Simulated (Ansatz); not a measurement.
# C2H5In: a spread of methods and bases

How do the results and run time of C2H5In respond when the settings are drawn wide?

Computed with Ansatz 0.2.0, Gaussian basis. Level: the settings change from run to run.

1 further run of the same task is left out (for a known fault of the program).

**1. The relaxed structure**

The geometry comes from an earlier relaxation with PBE0-D4 in a triple-zeta def2 set; it is a stationary point, not always the lowest conformer. In takes a core potential in def2 sets; no spin-orbit term is included.

SMILES `C=[CH][InH2]`, 8 atoms, charge 0, spin multiplicity 1.

Atoms are counted from 1 here; the program's logs count them from 0.

Bond lengths: C1–C2 1.332 Å, C1–H4 1.088 Å, C1–H5 1.089 Å, C2–In3 2.135 Å, C2–H6 1.089 Å, In3–H7 1.724 Å, In3–H8 1.728 Å. Angles: C2–C1–H4 122.2°, C2–C1–H5 122.4°, H4–C1–H5 115.4°, C1–C2–In3 121.1°, C1–C2–H6 117.6°, In3–C2–H6 121.3°, C2–In3–H7 122.0°, C2–In3–H8 115.9°, H7–In3–H8 122.1°.

**2. wB97X-V/def2-TZVPD**

Options: density fitting with def2-universal-jkfit, relativity set to scalar.

in.yaml

```yaml
crystal:
  periodic: [false, false, false]
  atoms:
    - {symbol: C, position_ang: [-1.013298, 1.059934, -0.051723]}
    - {symbol: C, position_ang: [0.205382, 0.623975, -0.368194]}
    - {symbol: In, position_ang: [0.870873, -1.315349, 0.226797]}
    - {symbol: H, position_ang: [-1.715840, 0.454725, 0.516961]}
    - {symbol: H, position_ang: [-1.375004, 2.045115, -0.343688]}
    - {symbol: H, position_ang: [0.847717, 1.291968, -0.939729]}
    - {symbol: H, position_ang: [2.443032, -1.901996, -0.168017]}
    - {symbol: H, position_ang: [-0.262862, -2.258372, 1.127603]}
basis:
  gaussian: {orbitals: def2-TZVPD, fitting: {mean_field: def2-universal-jkfit}}
hamiltonian: {xc: {name: wB97X-V}, pseudopotentials: {relativity: scalar}}
```

Command:

```console
$ ansatz run in.yaml --threads 4 --pin off --events-out ev --progress --plain --max-ram 10444MiB
```

Log:

```text
Functional definition: wB97X-V
  name "wB97X-V"
  cite "Mardirossian & Head-Gordon, Phys. Chem. Chem. Phys. 16, 9904 (2014) doi:10.1039/C3CP54374A"
  cite "Becke, J. Chem. Phys. 107, 8554 (1997) doi:10.1063/1.475007"
  cite "Vydrov & Van Voorhis, J. Chem. Phys. 133, 244103 (2010) doi:10.1063/1.3521275"
  parameter omega = 0.3/bohr
  parameter cx = 0.167
  parameter cx1 = 0.603
  parameter cx2 = 1.194
  parameter css0 = 0.556
  parameter css1 = -0.257
  parameter cos0 = 1.219
  parameter cos1 = -1.850
  parameter b = 6.0
  parameter c = 0.01
  exchange = spin_sum(e_x_unif_sr(omega)*poly(b97_u_x, 1 - cx, cx1, cx2)) + cx*exact_x_sr(omega) + exact_x_lr(omega)
  correlation = spin_sum(e_c_pw_same_spin*poly(b97_u_same, css0, css1))
      + integral(e_c_pw_opposite_spin*poly(b97_u_opposite, cos0, cos1)) + vv10(b, c)
458 factors; integrals over basis functions are off by at most 6.8e-1 eV
458 factors; integrals over basis functions are off by at most 1.9e-3 eV
mean field evaluation 1: about -7324.4656 eV, gradient 3.8e1 eV
mean field evaluation 2: about -7325.8389 eV, gradient 3.1e1 eV
mean field evaluation 4: about -7328.0679 eV, gradient 1.5e0 eV
mean field evaluation 8: about -7328.0783 eV, gradient 8.6e-2 eV
mean field evaluation 16: about -7328.0783 eV, gradient 2.8e-5 eV
mean field -7328.07834018 eV, -269.3019118517 hartree, gradient 2.8e-5 eV, S^2 0.000000; 0 other end points of the search recorded, 0 dependent functions left out
reference -7328.07833723 eV, -269.3019117433 hartree; 19, 19 occupied and 156, 156 virtual orbitals, 458 factors
Total energy: -7328.07833723 eV, -269.3019117433 hartree
Relativity: scalar
```

Wall time 4.3 s (4 threads of Arm Neoverse V2, shared host); peak memory 0.37 GiB.

**3. RPBE/def2-TZVPD**

This run has finite nuclei, D3(BJ) dispersion.

Changes to in.yaml since step 2:

```diff
@@ -12,3 +12,4 @@
 basis:
-  gaussian: {orbitals: def2-TZVPD, fitting: {mean_field: def2-universal-jkfit}}
-hamiltonian: {xc: {name: wB97X-V}, pseudopotentials: {relativity: scalar}}
+  gaussian: {orbitals: def2-TZVPD, nuclear_model: gaussian}
+hamiltonian: {xc: {name: RPBE}, dispersion: d3bj}
+output: {forces: true}
```

The command is unchanged.

Log:

```text
Functional definition: RPBE
  name "RPBE"
  cite "Hammer, Hansen & Nørskov, Phys. Rev. B 59, 7413 (1999) doi:10.1103/PhysRevB.59.7413"
  cite "Perdew, Burke & Ernzerhof, Phys. Rev. Lett. 77, 3865 (1996) doi:10.1103/PhysRevLett.77.3865"
  parameter kappa = 0.804
  parameter beta = 0.06672455060314922
  exchange = rpbe_x(kappa = kappa, mu = beta*pi^2/3)
  correlation = pbe_c(beta = beta)
1034 factors; their error is unknown
mean field evaluation 1: about -7319.9309 eV, gradient 6.4e1 eV
mean field evaluation 2: about -7262.5320 eV, gradient 1.3e2 eV
mean field evaluation 4: about -7330.3313 eV, gradient 8.8e0 eV
mean field evaluation 8: about -7330.5315 eV, gradient 9.7e-2 eV
mean field evaluation 16: about -7330.5018 eV, gradient 2.4e-4 eV
mean field -7330.50182793 eV, -269.3909733838 hartree, gradient 3.9e-5 eV, S^2 0.000000; 0 other end points of the search recorded, 0 dependent functions left out
the calculation of the forces begins
reference -7330.50189071 eV, -269.3909756908 hartree; 19, 19 occupied and 156, 156 virtual orbitals, 1034 factors
Total energy: -7331.39604344 eV, -269.4238351979 hartree
Atom 0 at    -1.013298     1.059934    -0.051723 Å, force    -0.408104     0.087983     0.132045 eV/Å
Atom 1 at     0.205382     0.623975    -0.368194 Å, force     0.461567    -0.159180    -0.122262 eV/Å
Atom 2 at     0.870873    -1.315349     0.226797 Å, force    -0.030061     0.055795    -0.012393 eV/Å
Atom 3 at    -1.715840     0.454725     0.516961 Å, force    -0.157379    -0.152400     0.134793 eV/Å
Atom 4 at    -1.375004     2.045115    -0.343688 Å, force    -0.102393     0.247992    -0.068665 eV/Å
Atom 5 at     0.847717     1.291968    -0.939729 Å, force     0.177464     0.108590    -0.123809 eV/Å
Atom 6 at     2.443032    -1.901996    -0.168017 Å, force     0.203051    -0.076241    -0.050952 eV/Å
Atom 7 at    -0.262862    -2.258372     1.127603 Å, force    -0.144147    -0.112539     0.111244 eV/Å
Dipole moment:    -0.039844     0.135558    -0.044413 e Å
```

It took 1.9 s on 4 threads of Arm Neoverse V2, shared host.

Largest force 0.503 eV/Å, dipole 0.71 D.

**4. PBE-QIDH/def2-mTZVP**

This run has multiplicity 3, a point charge of -1.00 e beside it.

Changes to in.yaml since step 3:

```diff
@@ -12,4 +12,4 @@
 basis:
-  gaussian: {orbitals: def2-TZVPD, nuclear_model: gaussian}
-hamiltonian: {xc: {name: RPBE}, dispersion: d3bj}
-output: {forces: true}
+  gaussian: {orbitals: def2-mTZVP, point_charges: [{charge: -1.00, position_ang: [6.531, -0.789, -0.788]}]}
+magnetization: {spin_polarized: true, initial_magnetization: 2}
+hamiltonian: {xc: {name: PBE-QIDH}}
```

Launched as before.

Log:

```text
Functional definition: PBE-QIDH
  name "PBE-QIDH"
  cite "Brémond, Sancho-García, Pérez-Jiménez & Adamo, J. Chem. Phys. 141, 031101 (2014) doi:10.1063/1.4890314"
  cite "Perdew, Burke & Ernzerhof, Phys. Rev. Lett. 77, 3865 (1996) doi:10.1103/PhysRevLett.77.3865"
  parameter a = 3^(-1/3)
  parameter c = 1/3
  exchange = (1 - a)*pbe_x + a*exact_x
  correlation = (1 - c)*pbe_c + c*(mp2_os + mp2_ss)
968 factors; integrals over basis functions are off by at most 9.9e-4 eV
mean field evaluation 1: about -7296.2260 eV, gradient 4.1e1 eV
mean field evaluation 2: about -7296.2300 eV, gradient 4.1e1 eV
mean field evaluation 4: about -7307.8995 eV, gradient 1.2e1 eV
mean field evaluation 8: about -7309.3840 eV, gradient 3.0e-1 eV
mean field evaluation 16: about -7309.3875 eV, gradient 2.3e-3 eV
mean field evaluation 32: about -7308.5833 eV, gradient 5.2e0 eV
mean field evaluation 64: about -7304.7037 eV, gradient 3.1e0 eV
mean field -7309.38753469 eV, -268.6150374191 hartree, gradient 8.4e-6 eV, S^2 2.012107; 4 other end points of the search recorded, 0 dependent functions left out
6 core orbitals not correlated: weight in the atoms' cores, before any rotation towards them, 1.000 or more for the frozen orbitals, at most 0.000 for the correlated occupied ones
reference -7309.38755247 eV, -268.6150380726 hartree; 14, 12 occupied and 69, 71 virtual orbitals, 968 factors
second order -10.45692716 eV of doubles, -0.00000000 eV of singles
Total energy: -7312.87319486 eV, -268.7431330677 hartree
```

Run time: 4 s. Hardware: 4 threads of Arm Neoverse V2, shared host; peak memory 0.3 GiB.

⟨S²⟩ 2.012.

**5. wPBEh/x2c-TZVPPall**

Set apart from the defaults: atoms shaken by 0.03 Å.

in.yaml

```yaml
crystal:
  periodic: [false, false, false]
  atoms:
    - {symbol: C, position_ang: [-1.025775, 1.125245, -0.038424]}
    - {symbol: C, position_ang: [0.185624, 0.630301, -0.393091]}
    - {symbol: In, position_ang: [0.876167, -1.274201, 0.224937]}
    - {symbol: H, position_ang: [-1.682455, 0.427861, 0.501964]}
    - {symbol: H, position_ang: [-1.365451, 2.060553, -0.335801]}
    - {symbol: H, position_ang: [0.842985, 1.241652, -0.953142]}
    - {symbol: H, position_ang: [2.442387, -1.864755, -0.178052]}
    - {symbol: H, position_ang: [-0.273318, -2.230770, 1.166792]}
basis:
  gaussian: {orbitals: x2c-TZVPPall}
hamiltonian: {xc: {name: wPBEh}}
output: {forces: true}
```

Same command.

Log:

```text
Functional definition: wPBEh
  name "wPBEh"
  cite "Heyd, Scuseria & Ernzerhof, J. Chem. Phys. 118, 8207 (2003) doi:10.1063/1.1564060"
  cite "Krukau, Vydrov, Izmaylov & Scuseria, J. Chem. Phys. 125, 224106 (2006) doi:10.1063/1.2404663"
  cite "Heyd & Scuseria, J. Chem. Phys. 120, 7274 (2004) doi:10.1063/1.1668634"
  cite "Ernzerhof & Perdew, J. Chem. Phys. 109, 3313 (1998) doi:10.1063/1.476928"
  cite "Perdew, Burke & Ernzerhof, Phys. Rev. Lett. 77, 3865 (1996) doi:10.1103/PhysRevLett.77.3865"
  parent pbe
  parameter a = 0.25
  parameter omega = 0.11/bohr
  exchange = wpbe_x - a*pbe_x_sr(omega) + a*exact_x_sr(omega)
  correlation = pbe_c
1337 factors; their error is unknown
102 factors; integrals over basis functions are off by at most 5.6e-7 eV
mean field evaluation 1: about -162165.7761 eV, gradient 5.4e1 eV
mean field evaluation 2: about -162140.8521 eV, gradient 9.8e1 eV
mean field evaluation 4: about -162173.0097 eV, gradient 5.6e0 eV
mean field evaluation 8: about -162173.4607 eV, gradient 4.4e-1 eV
mean field evaluation 16: about -162173.4609 eV, gradient 5.3e-5 eV
mean field -162173.46091113 eV, -5959.7647633642 hartree, gradient 5.3e-5 eV, S^2 0.000000; 0 other end points of the search recorded, 0 dependent functions left out
the calculation of the forces begins
reference -162173.46095673 eV, -5959.7647650399 hartree; 33, 33 occupied and 159, 159 virtual orbitals, 1337 factors
Total energy: -162173.46095673 eV, -5959.7647650399 hartree
Relativity: scalar
Atom 0 at    -1.025775     1.125245    -0.038424 Å, force     1.645939    -3.136390     0.177627 eV/Å
Atom 1 at     0.185624     0.630301    -0.393091 Å, force    -1.453151     0.257515     0.770032 eV/Å
Atom 2 at     0.876167    -1.274201     0.224937 Å, force    -0.318173    -0.469178     0.272686 eV/Å
Atom 3 at    -1.682455     0.427861     0.501964 Å, force    -0.070179     0.733940    -0.071920 eV/Å
Atom 4 at    -1.365451     2.060553    -0.335801 Å, force    -0.701752     1.662823    -0.365015 eV/Å
Atom 5 at     0.842985     1.241652    -0.953142 Å, force     0.586870     0.775718    -0.604171 eV/Å
Atom 6 at     2.442387    -1.864755    -0.178052 Å, force     0.046633    -0.013177     0.006712 eV/Å
Atom 7 at    -0.273318    -2.230770     1.166792 Å, force     0.263815     0.188748    -0.185951 eV/Å
Dipole moment:    -0.015890     0.159067    -0.066492 e Å
```

It took 4 s on 4 threads of Arm Neoverse V2, shared host; peak memory 0.51 GiB.

Largest force 3.546 eV/Å, dipole 0.83 D.

**6. HSE06/def2-SVP**

This run has D3(BJ) dispersion.

in.yaml

```yaml
crystal:
  periodic: [false, false, false]
  atoms:
    - {symbol: C, position_ang: [-1.013298, 1.059934, -0.051723]}
    - {symbol: C, position_ang: [0.205382, 0.623975, -0.368194]}
    - {symbol: In, position_ang: [0.870873, -1.315349, 0.226797]}
    - {symbol: H, position_ang: [-1.715840, 0.454725, 0.516961]}
    - {symbol: H, position_ang: [-1.375004, 2.045115, -0.343688]}
    - {symbol: H, position_ang: [0.847717, 1.291968, -0.939729]}
    - {symbol: H, position_ang: [2.443032, -1.901996, -0.168017]}
    - {symbol: H, position_ang: [-0.262862, -2.258372, 1.127603]}
basis:
  gaussian: {orbitals: def2-SVP}
hamiltonian: {xc: {name: HSE06}, dispersion: d3bj}
```

Launched as before.

Log:

```text
Functional definition: HSE06
  name "HSE06"
  cite "Heyd, Scuseria & Ernzerhof, J. Chem. Phys. 118, 8207 (2003) doi:10.1063/1.1564060"
  cite "Krukau, Vydrov, Izmaylov & Scuseria, J. Chem. Phys. 125, 224106 (2006) doi:10.1063/1.2404663"
  cite "Heyd & Scuseria, J. Chem. Phys. 120, 7274 (2004) doi:10.1063/1.1668634"
  cite "Ernzerhof & Perdew, J. Chem. Phys. 109, 3313 (1998) doi:10.1063/1.476928"
  cite "Perdew, Burke & Ernzerhof, Phys. Rev. Lett. 77, 3865 (1996) doi:10.1103/PhysRevLett.77.3865"
  parent pbe
  parameter a = 0.25
  parameter omega = 0.11/bohr
  # The whole range is PBE's own exchange, as in plane waves. The composition of these papers is wPBEh.
  exchange = pbe_x - a*pbe_x_sr(omega) + a*exact_x_sr(omega)
  correlation = pbe_c
973 factors; their error is unknown
78 factors; integrals over basis functions are off by at most 3.9e-7 eV
mean field evaluation 1: about -7317.2835 eV, gradient 4.4e1 eV
mean field evaluation 2: about -7302.4678 eV, gradient 7.8e1 eV
mean field evaluation 4: about -7322.7523 eV, gradient 4.4e0 eV
mean field evaluation 8: about -7322.9096 eV, gradient 2.3e-1 eV
mean field evaluation 16: about -7322.9097 eV, gradient 2.4e-5 eV
mean field -7322.90973863 eV, -269.1119692482 hartree, gradient 2.4e-5 eV, S^2 0.000000; 0 other end points of the search recorded, 0 dependent functions left out
reference -7322.90978431 eV, -269.1119709267 hartree; 19, 19 occupied and 60, 60 virtual orbitals, 973 factors
Total energy: -7323.00652421 eV, -269.1155260526 hartree
```

Wall time 0.7 s (4 threads of Arm Neoverse V2, shared host).

**7. BHLYP/def2-TZVP**

This run has atoms shaken by 0.08 Å, D4 dispersion, high accuracy.

in.yaml

```yaml
crystal:
  periodic: [false, false, false]
  atoms:
    - {symbol: C, position_ang: [-1.051861, 1.015122, -0.142872]}
    - {symbol: C, position_ang: [0.258879, 0.599057, -0.303086]}
    - {symbol: In, position_ang: [0.879356, -1.277155, 0.290656]}
    - {symbol: H, position_ang: [-1.613945, 0.422911, 0.480074]}
    - {symbol: H, position_ang: [-1.325883, 2.021839, -0.383274]}
    - {symbol: H, position_ang: [0.730720, 1.257956, -0.892000]}
    - {symbol: H, position_ang: [2.539896, -1.962992, -0.309972]}
    - {symbol: H, position_ang: [-0.122249, -2.421293, 1.108133]}
basis:
  gaussian: {orbitals: def2-TZVP}
hamiltonian: {xc: {name: BHLYP}, dispersion: d4}
accuracy: high
output: {forces: true}
```

The command is unchanged.

Log:

```text
Functional definition: BHLYP
  name "BHLYP"
  cite "Becke, J. Chem. Phys. 98, 1372 (1993) doi:10.1063/1.464304"
  cite "Becke, Phys. Rev. A 38, 3098 (1988) doi:10.1103/PhysRevA.38.3098"
  cite "Lee, Yang & Parr, Phys. Rev. B 37, 785 (1988) doi:10.1103/PhysRevB.37.785"
  parameter a = 0.5
  exchange = (1 - a)*b88_x + a*exact_x
  correlation = lyp_c
2759 factors; integrals over basis functions are off by at most 3.6e-9 eV
mean field evaluation 1: about -7319.6406 eV, gradient 4.3e1 eV
mean field evaluation 2: about -7319.7315 eV, gradient 4.1e1 eV
mean field evaluation 4: about -7324.1837 eV, gradient 2.0e0 eV
mean field evaluation 8: about -7324.2343 eV, gradient 1.0e-1 eV
mean field evaluation 16: about -7324.2343 eV, gradient 2.9e-5 eV
mean field -7324.23431760 eV, -269.1606466274 hartree, gradient 1.8e-8 eV, S^2 0.000000; 0 other end points of the search recorded, 0 dependent functions left out
the calculation of the forces begins
reference -7324.23434758 eV, -269.1606477292 hartree; 19, 19 occupied and 123, 123 virtual orbitals, 2759 factors
Total energy: -7324.41233617 eV, -269.1671886892 hartree
Atom 0 at    -1.051861     1.015122    -0.142872 Å, force     4.526385    -0.375284     0.117109 eV/Å
Atom 1 at     0.258879     0.599057    -0.303086 Å, force    -4.974080     0.094293     1.019806 eV/Å
Atom 2 at     0.879356    -1.277155     0.290656 Å, force     1.598607    -1.643748    -0.496404 eV/Å
Atom 3 at    -1.613945     0.422911     0.480074 Å, force    -1.937855    -0.819477     0.962410 eV/Å
Atom 4 at    -1.325883     2.021839    -0.383274 Å, force    -0.487087    -0.039481    -0.410028 eV/Å
Atom 5 at     0.730720     1.257956    -0.892000 Å, force     2.502312     1.966727    -1.802152 eV/Å
Atom 6 at     2.539896    -1.962992    -0.309972 Å, force    -1.233404     0.615935     0.538851 eV/Å
Atom 7 at    -0.122249    -2.421293     1.108133 Å, force     0.005121     0.201035     0.070407 eV/Å
Dipole moment:    -0.169392     0.267633     0.063018 e Å
```

Run time: 6.5 s. Hardware: 4 threads of Arm Neoverse V2, shared host; peak memory 0.58 GiB.

Largest force 5.078 eV/Å, dipole 1.55 D.

**8. B3LYP/def2-SVP**

in.yaml

```yaml
crystal:
  periodic: [false, false, false]
  atoms:
    - {symbol: C, position_ang: [-1.013298, 1.059934, -0.051723]}
    - {symbol: C, position_ang: [0.205382, 0.623975, -0.368194]}
    - {symbol: In, position_ang: [0.870873, -1.315349, 0.226797]}
    - {symbol: H, position_ang: [-1.715840, 0.454725, 0.516961]}
    - {symbol: H, position_ang: [-1.375004, 2.045115, -0.343688]}
    - {symbol: H, position_ang: [0.847717, 1.291968, -0.939729]}
    - {symbol: H, position_ang: [2.443032, -1.901996, -0.168017]}
    - {symbol: H, position_ang: [-0.262862, -2.258372, 1.127603]}
basis:
  gaussian: {orbitals: def2-SVP}
hamiltonian: {xc: {name: B3LYP}}
output: {forces: true}
```

Launched as before.

Log:

```text
Functional definition: B3LYP
  name "B3LYP"
  cite "Stephens, Devlin, Chabalowski & Frisch, J. Phys. Chem. 98, 11623 (1994) doi:10.1021/j100096a001"
  cite "Becke, Phys. Rev. A 38, 3098 (1988) doi:10.1103/PhysRevA.38.3098"
  cite "Lee, Yang & Parr, Phys. Rev. B 37, 785 (1988) doi:10.1103/PhysRevB.37.785"
  cite "Vosko, Wilk & Nusair, Can. J. Phys. 58, 1200 (1980) doi:10.1139/p80-159"
  parameter a0 = 0.2
  parameter ax = 0.72
  parameter ac = 0.81
  exchange = (1 - a0 - ax)*slater_x + ax*b88_x + a0*exact_x
  correlation = (1 - ac)*vwn_rpa_c + ac*lyp_c
887 factors; integrals over basis functions are off by at most 1.2e-3 eV
mean field evaluation 1: about -7321.6129 eV, gradient 4.6e1 eV
mean field evaluation 2: about -7305.4368 eV, gradient 8.2e1 eV
mean field evaluation 4: about -7327.6804 eV, gradient 4.0e0 eV
mean field evaluation 8: about -7327.8166 eV, gradient 4.6e-1 eV
mean field evaluation 16: about -7327.8173 eV, gradient 2.7e-5 eV
mean field -7327.81732193 eV, -269.2923196078 hartree, gradient 2.7e-5 eV, S^2 0.000000; 0 other end points of the search recorded, 0 dependent functions left out
the calculation of the forces begins
reference -7327.81757878 eV, -269.2923290471 hartree; 19, 19 occupied and 60, 60 virtual orbitals, 887 factors
Total energy: -7327.81757878 eV, -269.2923290471 hartree
Atom 0 at    -1.013298     1.059934    -0.051723 Å, force    -0.266343     0.106665     0.063885 eV/Å
Atom 1 at     0.205382     0.623975    -0.368194 Å, force     0.274222    -0.069026    -0.083998 eV/Å
Atom 2 at     0.870873    -1.315349     0.226797 Å, force     0.089670    -0.195723     0.050680 eV/Å
Atom 3 at    -1.715840     0.454725     0.516961 Å, force    -0.236196    -0.168507     0.175229 eV/Å
Atom 4 at    -1.375004     2.045115    -0.343688 Å, force    -0.127008     0.310906    -0.086683 eV/Å
Atom 5 at     0.847717     1.291968    -0.939729 Å, force     0.204571     0.190689    -0.172256 eV/Å
Atom 6 at     2.443032    -1.901996    -0.168017 Å, force     0.170793    -0.068611    -0.040886 eV/Å
Atom 7 at    -0.262862    -2.258372     1.127603 Å, force    -0.109709    -0.106392     0.094029 eV/Å
Dipole moment:    -0.045670     0.129048    -0.039005 e Å
```

Run time: 1 s. Hardware: 4 threads of Arm Neoverse V2, shared host.

Largest force 0.347 eV/Å, dipole 0.68 D.

**9. The runs in one table**

| level | charge | multiplicity | geometry | functions | energy (eV) | time |
| --- | --- | --- | --- | --- | --- | --- |
| wB97X-V/def2-TZVPD | 0 | 1 | relaxed | 175 | -7328.078 | 4.3 s |
| RPBE/def2-TZVPD | 0 | 1 | relaxed | 175 | -7331.396 | 1.9 s |
| PBE-QIDH/def2-mTZVP | 0 | 3 | relaxed, point charge | 89 | -7312.873 | 4 s |
| wPBEh/x2c-TZVPPall | 0 | 1 | shaken | 192 | -162173.461 | 4 s |
| HSE06/def2-SVP | 0 | 1 | relaxed | 79 | -7323.007 | 0.7 s |
| BHLYP/def2-TZVP | 0 | 1 | shaken | 142 | -7324.412 | 6.5 s |
| B3LYP/def2-SVP | 0 | 1 | relaxed | 79 | -7327.818 | 1 s |

**10. Outcome**

```
                                         quantity                   value
                                             runs                       7
                                         quickest   HSE06/def2-SVP, 0.7 s
                                          slowest  BHLYP/def2-TZVP, 6.5 s
spread of total energies, same state and geometry                  8.4 eV
                  dipole, same state and geometry          0.68 to 0.71 D
```

BHLYP/def2-TZVP took 9 times as long as HSE06/def2-SVP. The jobs differ in tasks and options as well as level. The totals spread over 8 eV; they can't be compared across methods or bases. Some of these runs are scalar-relativistic and others not, which shifts the totals of all-electron atoms past neon by eV; core potentials, where a basis has them, take the core out of the total altogether. At the PBE0-D4/def2-TZVP geometry and in the same state, runs without warnings or point charges leave forces up to 0.50 eV/Å (RPBE/def2-TZVPD), against 5.1 eV/Å where the atoms were moved.
